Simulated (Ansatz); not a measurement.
Working through a check of PAW against all-electron LAPW of Al, space group P6_3/mmc

Program: Ansatz 0.2.0, Python API.

Notebook, run cell by cell (the value of a cell's last expression is shown):

```python
import ansatz as az
import numpy as np
```

```python
def count_gap(report):
    # lowest empty less highest filled band, counting bands; zero where they overlap
    return max(report.get("gap_by_band_count_ev") or 0.0, 0.0)
```

```python
structure = (
    az.Lattice.from_parameters(2.827077, 2.827077, 9.185993, alpha=90.0, beta=90.0, gamma=120.0)
    .atom("Al", (0.0, 0.0, 0.0))
    .atom("Al", (1 / 3, 2 / 3, 0.25))
    .atom("Al", (0.0, 0.0, 0.5))
    .atom("Al", (2 / 3, 1 / 3, 0.75))
)
```

```python
model = structure.calculation()
model = model.functional("pbesol")
model = model.kpoints(spacing=0.26).occupations(az.OccupationsMethod.COLD, width=0.1)
model = model.stress()
model = model.forces()
model = model.band_table()
variants = {
    "PAW": model.pseudopotentials("paw"),
    "LAPW": model.pseudopotentials("all_electron", lapw=True),
}
# totals differ by the cores that each treatment holds, so compare what does not depend on them
rows = []
for label, variant in variants.items():
    summary = variant.run(threads=1).report
    levels = np.array(summary["eigenvalues_ev"][0]) - summary["fermi_energy_ev"]
    print(label, "levels at the first k-point near E_F:", np.round(levels[np.abs(levels) < 5], 3))
    rows.append((label, summary["n_electrons"], np.trace(summary["stress_gpa"]) / 3, float(np.abs(summary["forces_ev_ang"]).max()), count_gap(summary)))
for row in rows:
    print("; ".join(f"{name} = {round(v, 4) if isinstance(v, float) else v}" for name, v in zip(["treatment", "electrons in bands", "P GPa", "max force component eV/A", "gap by band count eV"], row)))
```

    DeckWarning: basis.ecutwfc = 420 eV, auto-derived from the records' recommended cutoffs: set by Al (normal level)
    PAW levels at the first k-point near E_F: [-4.747 -4.401  3.558  3.571]
    LAPW levels at the first k-point near E_F: [-4.754 -4.404  3.564  3.577]
    treatment = PAW; electrons in bands = 12.0; P GPa = 1.7355; max force component eV/A = 0.0; gap by band count eV = 0.0
    treatment = LAPW; electrons in bands = 44.0; P GPa = 1.7289; max force component eV/A = 0.0; gap by band count eV = 0.0

PAW gives 1.736 GPa and LAPW 1.729 GPa, 0.007 GPa apart. They took 1.2 and 7.6 s of processor time.

Caveats:
- The computed bands are complete only to about 0.7 eV above the Fermi level.
- For a metal this k-point mesh is coarse: on a finer one energies can move by several to tens of meV an atom and pressures by half a GPa or more, differences at one mesh by less.
- A gap by band count of zero or less means overlapping bands, a metal.
- This isn't the structure that Al takes at ambient conditions.
- Levels are Kohn-Sham eigenvalues on this mesh.
- Warnings are shown shortened and without file and line.
- Pressure is positive in compression; the treatments may keep other shells as core, so totals and counts of electrons can differ.
- Run time: 9.4 s on 1 thread of Arm Neoverse V1 (shared host), peak memory 0.44 GiB.
